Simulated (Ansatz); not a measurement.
# F2H3NSi: the cost of one run

Program: Ansatz 0.2.0. Level of theory: RHF/def2-SVP. These are calculated values, not measurements.

## 1. The structure to begin with

Bond lengths: Si1–N2 2.020 Å, N2–H3 1.060 Å, N2–H4 1.060 Å, Si1–H5 1.660 Å, Si1–F6 1.589 Å, Si1–F7 1.589 Å. Angles: Si1–N2–H3 87.0°, Si1–N2–H4 151.6°, H3–N2–H4 120.0°, N2–Si1–H5 45.6°, N2–Si1–F6 122.7°, N2–Si1–F7 122.7°, H5–Si1–F6 121.5°, H5–Si1–F7 121.5°, F6–Si1–F7 109.5°.

Coordinates:

```xyz
7

Si    0.0000    0.0000    0.0000
N     1.1383    0.0000    1.6687
H     0.2613   -0.2713    2.1987
H     2.0153    0.2713    2.1987
H     1.6341    0.0000    0.2923
F    -0.7489    1.2974   -0.5295
F    -0.7489   -1.2974   -0.5295
```

## 2. A restrained relaxation towards end A

Springs on the bonds that form and break draw the guess towards this end; the thresholds are loose.

input.yaml

```yaml
crystal:
  periodic: [false, false, false]
  atoms:
    - { symbol: Si, position_ang: [0.0, 0.0, 0.0] }
    - { symbol: "N", position_ang: [1.1383, 0.0, 1.6687] }
    - { symbol: H, position_ang: [0.2613, -0.2713, 2.1987] }
    - { symbol: H, position_ang: [2.0153, 0.2713, 2.1987] }
    - { symbol: H, position_ang: [1.6341, 0.0, 0.2923] }
    - { symbol: F, position_ang: [-0.7489, 1.2974, -0.5295] }
    - { symbol: F, position_ang: [-0.7489, -1.2974, -0.5295] }
basis:
  gaussian: { orbitals: def2-SVP }
hamiltonian:
  xc: hf
relax:
  f_tol: 0.15
  max_steps: 25
  restrain:
    - { distance: [1, 4], at: 2.26, k: 30.0 }
    - { distance: [0, 1], at: 1.82, k: 30.0 }
    - { distance: [0, 4], at: 1.46, k: 30.0 }
```

Started as:

```bash
$ ansatz run input.yaml --threads 1 --pin off --max-ram 2048MiB --backend cpu --events-out ev --progress --plain --runs-dir out
```

What time and memory should one allow on 1 thread of Arm Neoverse V2, shared host?

About 8.9 s, with a peak of 0.15 GiB.
